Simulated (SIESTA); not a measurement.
The system is HfB.

```
Hf B
1.0
     0.00000    2.31000    2.31000
     2.31000    0.00000    2.31000
     2.31000    2.31000    0.00000
Hf B
1 1
Cartesian
  2.3100 2.3100 2.3100
  0.0000 0.0000 0.0000
```

```yaml
Program: SIESTA 5.4.2
Task: relaxation of cell and atoms
Functional: PBEsol
Potentials_or_basis: PseudoDojo 0.5 standard (PBE files)
Basis: DZP (energy shift 0.002 Ry)
Grid_cutoff: 1200 Ry
Energy_shift: 0.002 Ry
k_mesh: 8 × 8 × 8
Occupations: fermi-dirac, width 0.05 eV
Spin: no spin polarisation
```

At the start: pressure 26.7 GPa; volume 12.33 Å³/atom.

Q: Where does the relaxation end?

A: Over 4 steps the energy falls by 115.5 meV/atom and the volume is 13.86 Å³/atom (+12.4 %); space group Fm-3m (No. 225, to 0.05 Å).

Step by step:
| step | energy change (eV) | largest force (eV/Å) | pressure (GPa) | volume (Å³) |
| --- | --- | --- | --- | --- |
| 1 | 0.0000 | 0.0000 | 26.73 | 24.65 |
| 2 | -0.0396 | 0.0000 | 23.90 | 24.90 |
| 3 | -0.2282 | 0.0000 | 2.55 | 27.33 |
| 4 | -0.2310 | 0.0000 | -0.01 | 27.71 |

Final structure:
```
Hf B
1.0
     0.00000    2.40191    2.40191
     2.40191    0.00000    2.40191
     2.40191    2.40191    0.00000
Hf B
1 1
Direct
  0.50000 0.50000 0.50000
  0.00000 0.00000 0.00000
```

Caveat: semicore shells carry a single zeta, which can move pressures by several GPa and volumes by a few percent; the potentials were made for another functional, which shifts forces and pressure; the volume moved by +12 % from the deposited cell, more than functionals usually miss; the basis of atomic orbitals isn't converged, which shifts pressures, moduli and gaps.
